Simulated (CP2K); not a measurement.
# NaLaMnMoO6 in CP2K: the effect of functional

NaLaMnMoO6:

```
CELL_PARAMETERS angstrom
5.43213 0.00000 0.00000
2.43338 4.93995 0.00000
0.10350 2.66612 5.05559
ATOMIC_POSITIONS crystal
Na 0.69740 0.05972 0.73638
La 0.41072 0.51412 0.00994
Mn 0.92147 0.57866 0.41655
Mo 0.21633 0.97870 0.33337
O 0.56869 0.61375 0.56391
O 0.40995 0.05114 0.05764
O 0.31236 0.21070 0.45135
O 0.04288 0.86047 0.12140
O 0.05836 0.76646 0.60633
O 0.86183 0.36628 0.20313
```

The cell was built by a generator and needn't be a form met in nature.

Alike in all runs:

```yaml
Program: CP2K 2026.2
Task: band structure
Potentials_or_basis: POTENTIAL_UZH Na GTH-PBE-q9, Mo GTH-PBE-q14, O GTH-PBE-q6; GTH_POTENTIALS La GTH-PBE-q11, Mn GTH-PBE-q15; TZVP-MOLOPT-PBE-GTH, TZVP-MOLOPT-SR-GTH basis
Density_cutoff: 13606 eV
k_mesh: 6 × 6 × 5
Occupations: fermi-dirac, width 0.05 eV
Spin: collinear spin, ferromagnetic start
Starting_moments: "[0.0, 0.0, 4.0, 1.0, 0.0, 0.0, 0.0, 0.0, 0.0, 0.0] μB"
```

```tsv
functional	pressure (GPa)
r2SCAN	-1.0
LDA	?
PBEsol	-2.6
RPBE	4.9
```

What does the run with functional LDA give?

Pressure -6.0 GPa.

Caveats: the potentials were made for another functional, which shifts forces and pressure; the basis of atomic orbitals isn't converged, which shifts pressures, moduli and gaps; the total moment is fixed, so each spin has its own Fermi level; a cell with one magnetic atom can't hold antiferromagnetic order, which such compounds often take.
